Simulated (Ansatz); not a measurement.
# Si4C: the cost of one run

Computed with Ansatz 0.2.0 (DFT PBE, scalar-relativistic, plane waves, PAW, unless a step's input says otherwise).

## (1) The structure to begin with

The structure is hexagonal, space group P-6m2 (No. 187). Conventional cell: a = 2.756 Å, b = 2.756 Å, c = 22.370 Å, α = 90.00°, β = 90.00°, γ = 120.00°. Si (site symmetry -6m2) is surrounded by 6 C at 2.75 Å and 6 Si at 2.76 Å. Si (site symmetry 3m) is surrounded by 3 C at 2.75 Å and 9 Si at 2.75 to 2.76 Å. Around Si (site symmetry 3m) lie 12 Si at 2.75 to 2.76 Å. Si (site symmetry -6m2) is surrounded by 12 Si at 2.75 to 2.76 Å. Around C (site symmetry 3m) lie 6 Si at 2.75 Å and 6 C at 2.76 Å.

As a file:

```cif
data_structure
_symmetry_space_group_name_H-M 'P-6m2'
_symmetry_Int_Tables_number 187
_cell_length_a 2.7564
_cell_length_b 2.7564
_cell_length_c 22.3705
_cell_angle_alpha 90.000
_cell_angle_beta 90.000
_cell_angle_gamma 120.000
_cell_volume 147.20
loop_
_atom_site_label
_atom_site_type_symbol
_atom_site_symmetry_multiplicity
_atom_site_Wyckoff_symbol
_atom_site_fract_x
_atom_site_fract_y
_atom_site_fract_z
_atom_site_occupancy
Si1 Si 1 c 0.33333 0.66667 0.00000 1
Si2 Si 2 h 0.33333 0.66667 0.20000 1
Si3 Si 2 h 0.33333 0.66667 0.40000 1
Si4 Si 2 i 0.66667 0.33333 0.30000 1
Si5 Si 1 f 0.66667 0.33333 0.50000 1
C1 C 2 i 0.66667 0.33333 0.10000 1
```

The start is an ordering of an alloy on its end members' structure types: elements ordered on the sites of the Co type, Si/C on Co (P-6m2, No. 187).

## (2) A first look at the guess

File input.yaml:

```yaml
crystal:
  lattice:
    - [2.7564211, 0.0, 0.0]
    - [-1.37821055, 2.38713069, 0.0]
    - [0.0, 0.0, 22.37049985]
  atoms:
    - { symbol: Si, position: [0.33333333, 0.66666667, 0.0] }
    - { symbol: Si, position: [0.33333333, 0.66666667, 0.2] }
    - { symbol: Si, position: [0.33333333, 0.66666667, 0.4] }
    - { symbol: Si, position: [0.33333333, 0.66666667, 0.6] }
    - { symbol: Si, position: [0.33333333, 0.66666667, 0.8] }
    - { symbol: Si, position: [0.66666667, 0.33333333, 0.3] }
    - { symbol: Si, position: [0.66666667, 0.33333333, 0.5] }
    - { symbol: Si, position: [0.66666667, 0.33333333, 0.7] }
    - { symbol: C, position: [0.66666667, 0.33333333, 0.1] }
    - { symbol: C, position: [0.66666667, 0.33333333, 0.9] }
basis:
  ecutwfc: 420
kpoints:
  mp_grid: { grid: [6, 6, 1] }
hamiltonian:
  xc: pbe
scf:
  occupations: { method: gaussian, width: 0.1 }
  lower_state_search: "off"
output:
  forces: true
  stress: true
  eigenvalues: true
```

Run with:

```sh
$ ansatz run input.yaml --threads 1 --pin off --max-ram 2560MiB --backend cpu --events-out ev --progress --plain --runs-dir out
```

Q: Estimate wall time and peak memory on 1 thread of Intel Xeon Platinum 8488C (Sapphire Rapids), shared host.

About 1.7 s, with a peak of 0.39 GiB.
